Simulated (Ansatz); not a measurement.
The system is AlCo4.

```
CELL_PARAMETERS angstrom
1.28934 0.74440 9.97436
-1.28934 0.74440 9.97436
0.00000 -1.48880 9.97436
ATOMIC_POSITIONS crystal
Co 0.40114 0.40114 0.40114
Co 0.79968 0.79968 0.79968
Co 0.20032 0.20032 0.20032
Co 0.59886 0.59886 0.59886
Al 0.00000 0.00000 0.00000
```

The cell comes from a database or a generator and needn't be the stable form of this composition.

Base run:

* Program: Ansatz 0.2.0
* Functional: PBEsol
* Potentials or basis: Ansatz PAW
* Cutoff: 420 eV
* Density cutoff: 1680 eV
* k mesh: 12 × 12 × 12
* Occupations: fermi-dirac, width 0.05 eV
* Spin: collinear spin, ferromagnetic start
* Starting moments: [2.0, 2.0, 2.0, 2.0, 0.0] μB

Its results: band gap on the k mesh none (metal or under the smearing width); pressure -7.8 GPa; net moment 5.93 μB per cell; site moments Co +1.36, +1.75; Al -0.05 μB; largest force 0.195 eV/Å.

Q: The run is repeated on the same cell with these changes: functional from PBEsol to PBE. What comes out?

A: Band gap on the k mesh none (metal or under the smearing width); pressure 0.3 GPa; net moment 5.99 μB per cell; site moments Co +1.40, +1.77; Al -0.05 μB; largest force 0.070 eV/Å.

PBE binds less tightly than PBEsol, so the same cell stands under more pressure.

Caveats: the PAW data sets come from PBE, with cores solved anew for the run's functional, which leaves a small shift of forces and pressure (some runs).

Not every run made on this cell is shown here.
